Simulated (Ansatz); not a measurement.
# AlGeH₅O: single points off equilibrium

The atoms stand at a structure displaced at random from a GFN2-xTB minimum. How far do the functionals agree with CCSD(T) there?

Computed with Ansatz 0.2.0, Gaussian basis. Level: single points in def2-TZVPP.

Correlated methods freeze the cores. Filled d shells of the heavier atoms are correlated.

## (1) The system as given

SMILES `[OH][AlH][GeH3]`, 8 atoms, charge 0, spin multiplicity 1.

Atoms are counted from 1 here; the program's logs count them from 0.

Bond lengths: O1–Al2 1.798 Å, O1–H4 0.945 Å, Al2–Ge3 2.404 Å, Al2–H5 1.596 Å, Ge3–H6 1.629 Å, Ge3–H7 1.413 Å, Ge3–H8 1.683 Å. Angles: Al2–O1–H4 166.9°, O1–Al2–Ge3 119.5°, O1–Al2–H5 111.0°, Ge3–Al2–H5 129.3°, Al2–Ge3–H6 123.9°, Al2–Ge3–H7 119.1°, Al2–Ge3–H8 108.2°, H6–Ge3–H7 103.7°, H6–Ge3–H8 98.0°, H7–Ge3–H8 99.2°.

As a file:

```
O    -1.7793    0.4300   -1.3315
Al   -0.0415    0.6601   -0.9313
Ge    0.8821   -0.4332    0.9998
H    -2.6614    0.4809   -1.6679
H     0.6972    1.5146   -2.0590
H     1.6341    0.3500    2.2147
H     1.6576   -1.6016    0.8232
H    -0.3870   -1.0864    1.8906
```

## (2) CCSD(T)/def2-TZVPP

run/in.yaml reads:

```yaml
crystal:
  periodic: [false, false, false]
  atoms:
    - {symbol: O, position_ang: [-1.779300, 0.430000, -1.331500]}
    - {symbol: Al, position_ang: [-0.041500, 0.660100, -0.931300]}
    - {symbol: Ge, position_ang: [0.882100, -0.433200, 0.999800]}
    - {symbol: H, position_ang: [-2.661400, 0.480900, -1.667900]}
    - {symbol: H, position_ang: [0.697200, 1.514600, -2.059000]}
    - {symbol: H, position_ang: [1.634100, 0.350000, 2.214700]}
    - {symbol: H, position_ang: [1.657600, -1.601600, 0.823200]}
    - {symbol: H, position_ang: [-0.387000, -1.086400, 1.890600]}
basis:
  gaussian: {orbitals: def2-TZVPP}
correlation: {method: ccsd_t}
output: {forces: true}
```

No record of the launch command was kept for these runs.

## (3) PBE0-D4/def2-TZVPP

Changes to run/in.yaml since step 2:

```diff
@@ -13,3 +13,3 @@
   gaussian: {orbitals: def2-TZVPP}
-correlation: {method: ccsd_t}
-output: {forces: true}
+hamiltonian: {xc: pbe0, dispersion: d4}
+output: {forces: true, orbitals: {seedname: orbitals}}
```

## (4) wB97M-V/def2-TZVPP

Changes to run/in.yaml since step 3:

```diff
@@ -13,3 +13,3 @@
   gaussian: {orbitals: def2-TZVPP}
-hamiltonian: {xc: pbe0, dispersion: d4}
-output: {forces: true, orbitals: {seedname: orbitals}}
+hamiltonian: {xc: {name: wB97M-V}}
+output: {forces: true}
```

## (5) r2SCAN-D4/def2-TZVPP

Changes to run/in.yaml since step 4:

```diff
@@ -13,3 +13,3 @@
   gaussian: {orbitals: def2-TZVPP}
-hamiltonian: {xc: {name: wB97M-V}}
+hamiltonian: {xc: r2scan, dispersion: d4}
 output: {forces: true}
```

## (6) PBE-D4/def2-TZVPP

Changes to run/in.yaml since step 5:

```diff
@@ -13,3 +13,3 @@
   gaussian: {orbitals: def2-TZVPP}
-hamiltonian: {xc: r2scan, dispersion: d4}
+hamiltonian: {xc: pbe, dispersion: d4}
 output: {forces: true}
```

## (7) revPBE-D4/def2-TZVPP

Changes to run/in.yaml since step 6:

```diff
@@ -13,3 +13,3 @@
   gaussian: {orbitals: def2-TZVPP}
-hamiltonian: {xc: pbe, dispersion: d4}
+hamiltonian: {xc: {name: revPBE}, dispersion: d4}
 output: {forces: true}
```

## (8) B97M-V/def2-TZVPP

Changes to run/in.yaml since step 7:

```diff
@@ -13,3 +13,3 @@
   gaussian: {orbitals: def2-TZVPP}
-hamiltonian: {xc: {name: revPBE}, dispersion: d4}
+hamiltonian: {xc: {name: B97M-V}}
 output: {forces: true}
```

(Steps that only read results are left out.)

**Question.** What will these runs give? Wanted: energy less free atoms, CCSD(T)/def2-TZVPP; RMS force component; RMS force error; HOMO and LUMO, PBE0-D4; T1 diagnostic.

The runs gave:

| quantity | value |
| --- | --- |
| energy less free atoms, CCSD(T)/def2-TZVPP | -2200.3 kJ/mol |
| RMS force component | 1.394 to 1.454 eV/Å over the methods |
| RMS force error | PBE0-D4 0.048, wB97M-V 0.050, r2SCAN-D4 0.060, PBE-D4 0.186, revPBE-D4 0.192, B97M-V 0.080 eV/Å |
| HOMO and LUMO, PBE0-D4 | -7.80 and -1.70 eV |
| T1 diagnostic | 0.014 |

What this shows: Against CCSD(T) the functionals' energies less atoms differ by -66.2 to +26.9 kJ/mol, PBE-D4 by -23.3 kJ/mol. The reference is not at the basis limit: in triple zeta CCSD(T) underbinds, which counts against methods that bind more; the gaps are no ranking. On forces the order runs from PBE0-D4 to revPBE-D4. Frozen-core CCSD(T) forces in triple zeta carry basis errors of their own, and this is one geometry, so small gaps rank nothing.
